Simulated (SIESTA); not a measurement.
Set up this calculation in SIESTA 5.4.2, as the native input.

```
Task                : single point
Functional          : PBE
Potentials or basis : PseudoDojo 0.4 standard (PBE files)
Basis               : DZP (energy shift 0.003 Ry; two zetas on semicore shells)
Grid cutoff         : 800 Ry
Energy shift        : 0.003 Ry
k mesh              : 10 × 10 × 1
Occupations         : fermi-dirac, width 0.05 eV
Spin                : collinear spin, ferromagnetic start
Starting moments    : [4.0] μB
dipole correction   : yes
```

The system is Mn, a sheet with vacuum.

```
Mn
1.0
     2.61432    0.00000    0.00000
     0.00000    2.61432    0.00000
     0.00000    0.00000   23.80000
Mn
1
Direct
  0.00000 0.00000 0.29412
```

The cell was built by a generator and needn't be a form met in nature.

These files were run (other wordings do the same):

Mn.fdf

```
SystemName                      Mn
SystemLabel                     Mn
NumberOfSpecies                 1
NumberOfAtoms                   1
%block ChemicalSpeciesLabel
  1  25 Mn
%endblock ChemicalSpeciesLabel

UseStructFile                   true

%block kgrid.MonkhorstPack
   10   0   0  0.0
    0  10   0  0.0
    0   0   1  0.0
%endblock kgrid.MonkhorstPack
XC.Functional                   GGA
XC.Authors                      PBE
PAO.BasisSize                   DZP
PAO.EnergyShift                 0.003 Ry
Mesh.Cutoff                     800 Ry
Spin                            polarized
%block DM.InitSpin
    1   4.000
%endblock DM.InitSpin
OccupationFunction              FD
ElectronicTemperature           0.05 eV
Slab.DipoleCorrection           vacuum
MaxSCFIterations                200
SCF.MustConverge                false
SCF.Mixer.Method                Pulay
SCF.Mixer.Weight                0.1
SCF.Mixer.History               10
SCF.DM.Tolerance                5.0e-05
SCF.H.Tolerance                 1.0e-03 eV
WriteForces                     true
Charge.Mulliken                 end
%block PAO.Basis
  Mn 5
  n=3 0 2
    2.732 0.000
  n=4 0 2
    7.626 0.000
  n=3 1 2
    3.070 0.000
  n=4 1 1
    7.626
  n=3 2 2
    5.108 0.000
%endblock PAO.Basis
```

Mn.STRUCT_IN

```
   2.6143200000     0.0000000000     0.0000000000
   0.0000000000     2.6143200000     0.0000000000
   0.0000000000     0.0000000000    23.8000000000
1
1  25    0.0000000000     0.0000000000     0.2941200000
```

Potentials or basis: PseudoDojo 0.4 standard (PBE files), DZP (energy shift 0.003 Ry; two zetas on semicore shells).

The run is started by

```bash
$ siesta Mn.fdf > Mn.out 2>&1
```

Results of the run:

* Band gap on the k mesh: none (metal or under the smearing width)
* Net moment: 4.41 μB per cell
* Site moments: Mn +4.41 μB

Caveat: the basis of atomic orbitals isn't converged, which shifts pressures, moduli and gaps.

It took 20 s on 1 thread of Intel(R) Xeon(R) 6975P-C (Granite Rapids) (shared host), peak memory 0.35 GiB.
